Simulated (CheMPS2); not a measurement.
# AsH3 (SMILES [H][As]([H])[H]): DMRG/STO-3G

Aim: the vertical electron affinity of AsH3 at DMRG/STO-3G, from 2 runs. 

The results are computed with CheMPS2 1.8.12.

4 further runs of the same task are left out: 1 that didn't finish, 3 set aside as unsound or not needed.

## 1. Starting point

The species is AsH3 (4 atoms), meant as a singlet with charge 0. As SMILES, `[H][As]([H])[H]`. The shape comes from GFN2-xTB, which is rough for such elements, and wasn't checked as a minimum.

Bond lengths: As1–H2 1.496 Å, As1–H3 1.496 Å, As1–H4 1.496 Å. Angles: H2–As1–H3 89.4°, H2–As1–H4 89.3°, H3–As1–H4 89.1°.

## 2. The energy at DMRG/STO-3G

Contents of prepare.py:

```python
from pyscf import ao2mo, cc, dft, gto, mcscf, mp, scf
from pyscf.tools import fcidump

geom = """
As    -0.004370     0.005540     0.655970
H      1.216520    -0.029700    -0.207950
H     -0.582780     1.061080    -0.232340
H     -0.629370    -1.036930    -0.215680
"""
mol = gto.M(
    atom=geom,
    basis="sto-3g",
    charge=0,
    verbose=3,
    max_memory=2000,
)
print("nao                     : %d" % (mol.nao))
mf = scf.RHF(mol)
mf.conv_tol = 1e-10
mf.max_cycle = 200
mf.kernel()
if not mf.converged:
    mf = mf.newton().run(mf.mo_coeff, mf.mo_occ)
print(f"reference energy        : {mf.e_tot:.10f}")
ref = mf
pt = mp.MP2(ref, frozen=9).run()
mycc = cc.CCSD(ref, frozen=9)
mycc.max_cycle = 150
mycc.kernel()
print(f"E(MP2)                  : {pt.e_tot:.10f}")
if mycc.converged:
    print(f"E(CCSD)                 : {mycc.e_tot:.10f}")
    print("E(CCSD(T))              : %.10f" % (mycc.e_tot + mycc.ccsd_t()))
    print("T1 diagnostic           : %.4f" % (mycc.get_t1_diagnostic()))
ks = dft.RKS(mol, xc="b3lyp").set(conv_tol=1e-9, verbose=3).run()
if ks.converged:
    print("E(B3LYP)                : %.8f" % (ks.e_tot))
ks = dft.RKS(mol, xc="lda,vwn5").set(conv_tol=1e-9, verbose=3).run()
if ks.converged:
    print(f"E(SVWN5)                : {ks.e_tot:.8f}")
ks = dft.RKS(mol, xc="blyp").set(conv_tol=1e-9, verbose=3).run()
if ks.converged:
    print(f"E(BLYP)                 : {ks.e_tot:.8f}")
cas = mcscf.CASCI(mf, 12, 18)
h1, ecore = cas.get_h1eff()
fcidump.from_integrals("FCIDUMP", h1, cas.get_h2eff(), 12, 18, nuc=ecore, ms=0)
ci = mcscf.CASCI(mf, 12, (9, 9))
ci.fix_spin_(ss=0)
ci.fcisolver.conv_tol = 1e-10
ci.fcisolver.max_cycle = 200
ci.kernel()
print("E(FCI)                  : %.10f" % (ci.e_tot))
```

Contents of chemps2.input:

```
FCIDUMP = FCIDUMP
GROUP = 0
MULTIPLICITY = 1
NELECTRONS = 18
IRREP = 0
EXCITATION = 0
SWEEP_STATES = 50, 75, 100, 100
SWEEP_ENERGY_CONV = 1e-05, 1e-05, 1e-05, 1e-07
SWEEP_MAX_SWEEPS = 3, 2, 2, 6
SWEEP_NOISE_PREFAC = 0.05, 0.05, 0.005, 0.0
SWEEP_DVDSON_RTOL = 3e-04, 3e-04, 3e-04, 3e-05
NOCC = 0
NACT = 12
NVIR = 0
MOLCAS_FIEDLER = TRUE
PRINT_CORR = TRUE
TMP_FOLDER = .
```

Command:

```console
$ python prepare.py && chemps2 --file=chemps2.input
```

Output:

```text
$ python prepare.py
nao                     : 21
converged SCF energy = -2211.00983860574
reference energy        : -2211.0098386057
E(RMP2) = -2211.04883526061  E_corr = -0.0389966548625073
E(SCS-RMP2) = -2211.05643356804  E_corr = -0.0465949622955944
E(CCSD) = -2211.068660837587  E_corr = -0.05882223184367469
E(MP2)                  : -2211.0488352606
E(CCSD)                 : -2211.0686608376
CCSD(T) correction = -0.000109609682222999
E(CCSD(T))              : -2211.0687704473
T1 diagnostic           : 0.0038
converged SCF energy = -2212.36921929546
E(B3LYP)                : -2212.36921930
converged SCF energy = -2208.8316924867
E(SVWN5)                : -2208.83169249
converged SCF energy = -2212.25689528837
E(BLYP)                 : -2212.25689529
CASCI E = -2211.06880897646  E(CI) = -127.172654356264  S^2 = 0.0000000
E(FCI)                  : -2211.0688089765

$ chemps2 --file=chemps2.input

Running chemps2 version 1.8.12 () with the following options:

   FCIDUMP            = FCIDUMP
   GROUP              = c1
   MULTIPLICITY       = 1
   NELECTRONS         = 18
   IRREP              = A
   EXCITATION         = 0
   SWEEP_STATES       = [ 50 ; 75 ; 100 ; 100 ]
   SWEEP_ENERGY_CONV  = [ 1e-05 ; 1e-05 ; 1e-05 ; 1e-07 ]
   SWEEP_MAX_SWEEPS   = [ 3 ; 2 ; 2 ; 6 ]
   SWEEP_NOISE_PREFAC = [ 0.05 ; 0.05 ; 0.005 ; 0 ]
   SWEEP_DVDSON_RTOL  = [ 0.0003 ; 0.0003 ; 0.0003 ; 3e-05 ]
   NOCC               = [ 0 ]
   NACT               = [ 12 ]
   NVIR               = [ 0 ]
   MOLCAS_2RDM        =
   MOLCAS_3RDM        =
   MOLCAS_F4RDM       =
   MOLCAS_FOCK        =
   MOLCAS_FIEDLER     = TRUE
   MOLCAS_MPS         = FALSE
   MOLCAS_STATE_AVG   = FALSE
   PRINT_CORR         = TRUE
   TMP_FOLDER         = .

[... 32 lines left out ...]
***     Maximum discarded weight = 0
[... 25 lines left out ...]
***     Maximum discarded weight = 2.06902510735073e-06
[... 7 lines left out ...]
***     Maximum discarded weight = 2.06075167855819e-06
[... 6 lines left out ...]
***     Maximum discarded weight = 2.05697571331891e-06
[... 13 lines left out ...]
***     Minimum energy           = -2211.06880878082
[... 6 lines left out ...]
***     Minimum energy           = -2211.06880890095
[... 8 lines left out ...]
***     Maximum discarded weight during the last sweep     = 3.14568376698015e-08
[... 6 lines left out ...]
***     Maximum discarded weight = 8.1396691682972e-10
[... 6 lines left out ...]
***     Maximum discarded weight = 5.0313898596974e-21
[... 13 lines left out ...]
***     Minimum energy           = -2211.0688089711
[... 6 lines left out ...]
***     Minimum energy           = -2211.06880897453
[... 8 lines left out ...]
***     Maximum discarded weight during the last sweep     = 1.0687229463561e-09
[... 61 lines left out ...]
   Columns 1 to 8

    0.000168    0.000002    0.000007    0.000004    0.000002    0.000021    0.000033    0.000050
    0.000002    0.000167    0.000004    0.000007    0.000002    0.000021    0.000050    0.000033
    0.000007    0.000004    0.000178    0.000011    0.000002    0.000023    0.000055    0.000022
[... 8 lines of this table left out ...]
   -0.000072   -0.000071   -0.000083   -0.000083   -0.000014   -0.009875   -0.013852   -0.013934

   Columns 9 to 12

    0.000015   -0.000172   -0.000058   -0.000072
    0.000015   -0.000058   -0.000171   -0.000071
    0.000022   -0.000052   -0.000188   -0.000083
[... 8 lines of this table left out ...]
   -0.007989    0.007274    0.007210    0.031489

--------------------------------------------------------
Singlet diradical correlation function = < d_i,up d_j,down > + < d_i,down d_j,up > - < d_i,up > * < d_j,down > - < d_i,down > * < d_j,up >
Hamiltonian index order is used!

   Columns 1 to 8

   -0.000000    0.000001    0.000003    0.000003    0.000002    0.000016    0.000026    0.000053
    0.000001   -0.000000    0.000003    0.000003    0.000002    0.000016    0.000053    0.000025
    0.000003    0.000003   -0.000000    0.000007    0.000001    0.000019    0.000058    0.000020
[... 8 lines of this table left out ...]
    0.000026    0.000026    0.000024    0.000024    0.000007    0.002432    0.003550    0.003558

   Columns 9 to 12

    0.000015    0.000060    0.000021    0.000026
    0.000015    0.000018    0.000057    0.000026
    0.000021    0.000017    0.000063    0.000024
[... 8 lines of this table left out ...]
    0.002938    0.007171    0.007109   -0.000112

--------------------------------------------------------
Two-orbital mutual information = 0.5 * ( s1(i) + s1(j) - s2(i,j) ) * ( 1 - delta(i,j) )
Hamiltonian index order is used!

   Columns 1 to 8

    0           0.000006    0.000017    0.000086    0.000007    0.000039    0.000053    0.000295
    0.000006    0           0.000067    0.000017    0.000007    0.000039    0.000320    0.000052
    0.000017    0.000067    0           0.000031    0.000009    0.000044    0.000341    0.000032
[... 8 lines of this table left out ...]
    0.000085    0.000084    0.000100    0.000100    0.000029    0.016899    0.018673    0.018810

   Columns 9 to 12

    0.000046    0.000249    0.000076    0.000085
    0.000046    0.000068    0.000240    0.000084
    0.000048    0.000050    0.000265    0.000100
[... 8 lines of this table left out ...]
    0.012013    0.018381    0.018332    0

--------------------------------------------------------
```

Run time: 12 s. Hardware: 1 thread of Intel Xeon Platinum 8488C (Sapphire Rapids), shared host; peak memory 0.18 GiB.

## 3. The doublet anion: a single-point energy at DMRG/STO-3G

Contents of integrals.py:

```python
from pyscf import ao2mo, cc, dft, gto, mcscf, mp, scf
from pyscf.tools import fcidump

mol = gto.M(atom="""
As
H 1 1.496052
H 1 1.495934 2 89.38411
H 1 1.495708 3 89.09262 2 -89.32554
""", basis="sto-3g", charge=-1, spin=1, verbose=3)
print("nao = %d" % (mol.nao))
mf = scf.ROHF(mol)
mf.conv_tol = 1e-10
mf.max_cycle = 200
mf.kernel()
if not mf.converged:
    mf = mf.newton().run(mf.mo_coeff, mf.mo_occ)
print("SCF energy = %.10f" % (mf.e_tot))
# MP2, CCSD and CCSD(T) with the same frozen core
ref = scf.UHF(mol).run(mf.make_rdm1(), conv_tol=1e-10)
pt = mp.MP2(ref, frozen=9).run()
mycc = cc.CCSD(ref, frozen=9)
mycc.max_cycle = 150
mycc.kernel()
print(f"MP2 total energy = {pt.e_tot:.10f}")
if mycc.converged:
    print("E(CCSD) = %.10f" % (mycc.e_tot))
    print("E(CCSD(T)) = %.10f" % (mycc.e_tot + mycc.ccsd_t()))
# a few density functionals on the same geometry and basis
ks = dft.UKS(mol, xc="b3lyp").set(conv_tol=1e-9, verbose=3).run(mf.make_rdm1())
if ks.converged:
    print("E(B3LYP) = %.8f" % (ks.e_tot))
ks = dft.UKS(mol, xc="lda,vwn5").set(conv_tol=1e-9, verbose=3).run(mf.make_rdm1())
if ks.converged:
    print(f"E(SVWN5) = {ks.e_tot:.8f}")
ks = dft.UKS(mol, xc="blyp").set(conv_tol=1e-9, verbose=3).run(mf.make_rdm1())
if ks.converged:
    print("E(BLYP) = %.8f" % (ks.e_tot))
# natural orbitals of MP2 give a compact matrix product state
occ_no, mo = mcscf.addons.make_natural_orbitals(mp.MP2(mf.to_uhf(), frozen=9).run())
mf.mo_coeff = mo
# FCIDUMP for the DMRG program
cas = mcscf.CASCI(mf, 12, 19)
h1, ecore = cas.get_h1eff()
fcidump.from_integrals("FCIDUMP", h1, cas.get_h2eff(), 12, 19, nuc=ecore, ms=1)
# FCI check
ci = mcscf.CASCI(mf, 12, (10, 9))
ci.fix_spin_(ss=0.75)
ci.fcisolver.conv_tol = 1e-10
ci.fcisolver.max_cycle = 200
ci.kernel()
print("FCI energy = %.10f" % (ci.e_tot))
```

Contents of dmrg.input:

```
FCIDUMP = FCIDUMP
GROUP = 0
MULTIPLICITY = 2
NELECTRONS = 19
IRREP = 0
EXCITATION = 0
SWEEP_STATES = 12, 25, 50, 100, 100
SWEEP_ENERGY_CONV = 1e-04, 1e-04, 1e-04, 1e-04, 1e-06
SWEEP_MAX_SWEEPS = 3, 3, 3, 4, 6
SWEEP_NOISE_PREFAC = 0.5, 0.05, 0.05, 0.005, 0.0
SWEEP_DVDSON_RTOL = 1e-04, 1e-04, 1e-04, 1e-04, 1e-05
NOCC = 0
NACT = 12
NVIR = 0
MOLCAS_FIEDLER = TRUE
PRINT_CORR = TRUE
TMP_FOLDER = .
```

Command:

```console
$ python integrals.py && chemps2 --file=dmrg.input
```

Output:

```text
$ python integrals.py
nao = 21
converged SCF energy = -2210.60688831809
SCF energy = -2210.6068883181
converged SCF energy = -2210.61132525995  <S^2> = 0.76826823  2S+1 = 2.0181856
E(UMP2) = -2210.64029347872  E_corr = -0.0289682187715092
E(SCS-UMP2) = -2210.64591411766  E_corr = -0.0345888577125006
E(UCCSD) = -2210.656879733041  E_corr = -0.04555447309511127
MP2 total energy = -2210.6402934787
E(CCSD) = -2210.6568797330
UCCSD(T) correction = -0.000229331615565526
E(CCSD(T)) = -2210.6571090647
converged SCF energy = -2212.01175061542  <S^2> = 0.75364264  2S+1 = 2.0036393
E(B3LYP) = -2212.01175062
SCF not converged.
SCF energy = -2208.45040688233 after 50 cycles  <S^2> = 0.75109802  2S+1 = 2.0010977
SCF not converged.
SCF energy = -2211.89111776348 after 50 cycles  <S^2> = 0.75082045  2S+1 = 2.0008203
E(UMP2) = -2210.63750596044  E_corr = -0.0306176423467865
E(SCS-UMP2) = -2210.64343904844  E_corr = -0.0365507303465361
CASCI E = -2210.65721680289  E(CI) = -126.784830618689  S^2 = 0.7500000
FCI energy = -2210.6572168029

$ chemps2 --file=dmrg.input

Running chemps2 version 1.8.12 () with the following options:

   FCIDUMP            = FCIDUMP
   GROUP              = c1
   MULTIPLICITY       = 2
   NELECTRONS         = 19
   IRREP              = A
   EXCITATION         = 0
   SWEEP_STATES       = [ 12 ; 25 ; 50 ; 100 ; 100 ]
   SWEEP_ENERGY_CONV  = [ 0.0001 ; 0.0001 ; 0.0001 ; 0.0001 ; 1e-06 ]
   SWEEP_MAX_SWEEPS   = [ 3 ; 3 ; 3 ; 4 ; 6 ]
   SWEEP_NOISE_PREFAC = [ 0.5 ; 0.05 ; 0.05 ; 0.005 ; 0 ]
   SWEEP_DVDSON_RTOL  = [ 0.0001 ; 0.0001 ; 0.0001 ; 0.0001 ; 1e-05 ]
   NOCC               = [ 0 ]
   NACT               = [ 12 ]
   NVIR               = [ 0 ]
   MOLCAS_2RDM        =
   MOLCAS_3RDM        =
   MOLCAS_F4RDM       =
   MOLCAS_FOCK        =
   MOLCAS_FIEDLER     = TRUE
   MOLCAS_MPS         = FALSE
   MOLCAS_STATE_AVG   = FALSE
   PRINT_CORR         = TRUE
   TMP_FOLDER         = .

[... 31 lines left out ...]
***     Minimum energy           = -2210.62905539893
[... 26 lines left out ...]
***     Maximum discarded weight = 0.000192634362633938
[... 13 lines left out ...]
***     Minimum energy           = -2210.6551909831
[... 8 lines left out ...]
***     Maximum discarded weight = 0.000127740699498545
[... 14 lines left out ...]
***     Maximum discarded weight during the last sweep     = 0.000107832539243741
[... 12 lines left out ...]
***     Minimum energy           = -2210.65710495617
[... 8 lines left out ...]
***     Maximum discarded weight = 1.41897518367562e-05
[... 14 lines left out ...]
***     Maximum discarded weight during the last sweep     = 1.41378236511022e-05
[... 12 lines left out ...]
***     Minimum energy           = -2210.65721535095
[... 14 lines left out ...]
***     Minimum energy           = -2210.65721634666
[... 7 lines left out ...]
***     Maximum discarded weight = 8.72428025323268e-42
[... 14 lines left out ...]
***     Maximum discarded weight = 1.10035726523013e-12
[... 14 lines left out ...]
***     Maximum discarded weight during the last sweep     = 1.21511577856644e-12
[... 61 lines left out ...]
   Columns 1 to 8

    0.000013    0.000001    0.000002    0.000002    0.000001    0.000000    0.000002    0.000000
    0.000001    0.000016    0.000001    0.000002    0.000003    0.000001    0.000001    0.000000
    0.000002    0.000001    0.000025    0.000002    0.000004    0.000001    0.000000    0.000000
[... 8 lines of this table left out ...]
   -0.000008   -0.000011   -0.000012   -0.000025   -0.000060   -0.002539   -0.008292   -0.011029

   Columns 9 to 12

    0.000000   -0.000005   -0.000007   -0.000008
    0.000000   -0.000006   -0.000008   -0.000011
    0.000001   -0.000003   -0.000020   -0.000012
[... 8 lines of this table left out ...]
   -0.030402   -0.003883    0.011287    0.044973

--------------------------------------------------------
Singlet diradical correlation function = < d_i,up d_j,down > + < d_i,down d_j,up > - < d_i,up > * < d_j,down > - < d_i,down > * < d_j,up >
Hamiltonian index order is used!

   Columns 1 to 8

   -0.000000    0.000001    0.000001    0.000001    0.000001    0.000000    0.000001    0.000000
    0.000001   -0.000000    0.000000    0.000002    0.000001    0.000001    0.000000    0.000000
    0.000001    0.000000   -0.000000    0.000001    0.000001    0.000001    0.000000    0.000000
[... 8 lines of this table left out ...]
    0.000003    0.000004    0.000006    0.000011    0.000028    0.000478    0.002019    0.002703

   Columns 9 to 12

    0.000000   -0.000002    0.000003    0.000003
    0.000000   -0.000003    0.000003    0.000004
    0.000001   -0.000001    0.000006    0.000006
[... 8 lines of this table left out ...]
    0.001190   -0.001390    0.011112   -0.000183

--------------------------------------------------------
Two-orbital mutual information = 0.5 * ( s1(i) + s1(j) - s2(i,j) ) * ( 1 - delta(i,j) )
Hamiltonian index order is used!

   Columns 1 to 8

    0           0.000007    0.000008    0.000007    0.000004    0.000002    0.000006    0.000008
    0.000007    0           0.000004    0.000010    0.000013    0.000005    0.000002    0.000002
    0.000008    0.000004    0           0.000008    0.000019    0.000013    0.000007    0.000010
[... 8 lines of this table left out ...]
    0.000013    0.000019    0.000021    0.000030    0.000087    0.003542    0.009449    0.012823

   Columns 9 to 12

    0.000002    0.000010    0.000009    0.000013
    0.000007    0.000014    0.000010    0.000019
    0.000013    0.000005    0.000037    0.000021
[... 8 lines of this table left out ...]
    0.035093    0.010158    0.026525    0

--------------------------------------------------------
```

Run time: 23 s. Hardware: 1 thread of Intel Xeon Platinum 8488C (Sapphire Rapids), shared host; peak memory 0.18 GiB.

## 4. What came out

Level: DMRG/STO-3G, 9 core orbitals frozen.

| quantity | value |
| --- | --- |
| run 1, DMRG/STO-3G: total energy | -2211.06881 Eh |
| run 1, DMRG/STO-3G: T1 diagnostic of the CCSD step | 0.004 |
| doublet anion: total energy | -2210.65722 Eh |
| vertical electron affinity (to the doublet anion) | -11.200 eV |

What this shows: The anion lies 11.20 eV (258 kcal/mol) above the neutral: the electron isn't bound at this level, and such a value depends on the basis. Without diffuse functions anions come out too high. In a minimal basis such a difference can be off by several eV, whatever the method.
